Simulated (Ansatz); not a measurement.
# CH6OSi2: the cost of one run

Program: Ansatz 0.2.0, Gaussian basis. Level of theory: the settings change from run to run. These are calculated values, not measurements.

## Step 1: The relaxed structure

An earlier PBE0-D4 in a triple-zeta def2 set relaxation fixed the geometry.

SMILES `C1O[SiH2][SiH2]1`, 10 atoms, charge 0, spin multiplicity 1.

Atoms are counted from 1 here; the program's logs count them from 0.

Bond lengths: C1–O2 1.445 Å, C1–Si4 1.927 Å, C1–H5 1.094 Å, C1–H6 1.094 Å, O2–Si3 1.673 Å, Si3–Si4 2.323 Å, Si3–H7 1.489 Å, Si3–H8 1.489 Å, Si4–H9 1.488 Å, Si4–H10 1.488 Å. Angles: O2–C1–Si4 101.1°, O2–C1–H5 109.5°, O2–C1–H6 109.5°, Si4–C1–H5 114.2°, Si4–C1–H6 114.2°, H5–C1–H6 108.0°, C1–O2–Si3 106.9°, O2–Si3–Si4 80.2°, O2–Si3–H7 112.3°, O2–Si3–H8 112.3°, Si4–Si3–H7 120.8°, Si4–Si3–H8 120.8°, H7–Si3–H8 107.4°, C1–Si4–Si3 71.7°, C1–Si4–H9 115.1°, C1–Si4–H10 115.1°, Si3–Si4–H9 120.7°, Si3–Si4–H10 120.7° and more.

## Step 2: HF/x2c-TZVPPall

Contents of in.yaml:

```yaml
crystal:
  periodic: [false, false, false]
  atoms:
    - {symbol: C, position_ang: [-0.792505, 0.706380, -0.635658]}
    - {symbol: O, position_ang: [-0.791142, -0.706253, -0.941190]}
    - {symbol: Si, position_ang: [0.361715, -1.416636, 0.041768]}
    - {symbol: Si, position_ang: [0.567906, 0.793318, 0.727050]}
    - {symbol: H, position_ang: [-0.558225, 1.276212, -1.539582]}
    - {symbol: H, position_ang: [-1.787961, 1.005781, -0.294954]}
    - {symbol: H, position_ang: [1.444037, -2.075611, -0.740450]}
    - {symbol: H, position_ang: [-0.222688, -2.443747, 0.947856]}
    - {symbol: H, position_ang: [0.090363, 1.219078, 2.070086]}
    - {symbol: H, position_ang: [1.771602, 1.590379, 0.368074]}
basis:
  gaussian: {orbitals: x2c-TZVPPall}
hamiltonian: {xc: {name: HF}}
output: {forces: true}
```

The run is started by

```bash
$ ansatz run in.yaml --threads 2 --pin off --events-out ev --progress --plain --max-ram 4352MiB
```

**Question.** How long does this run take on 2 threads of Arm Neoverse V1, shared host, and how much memory does it need?

About 7 s, with a peak of 0.64 GiB.
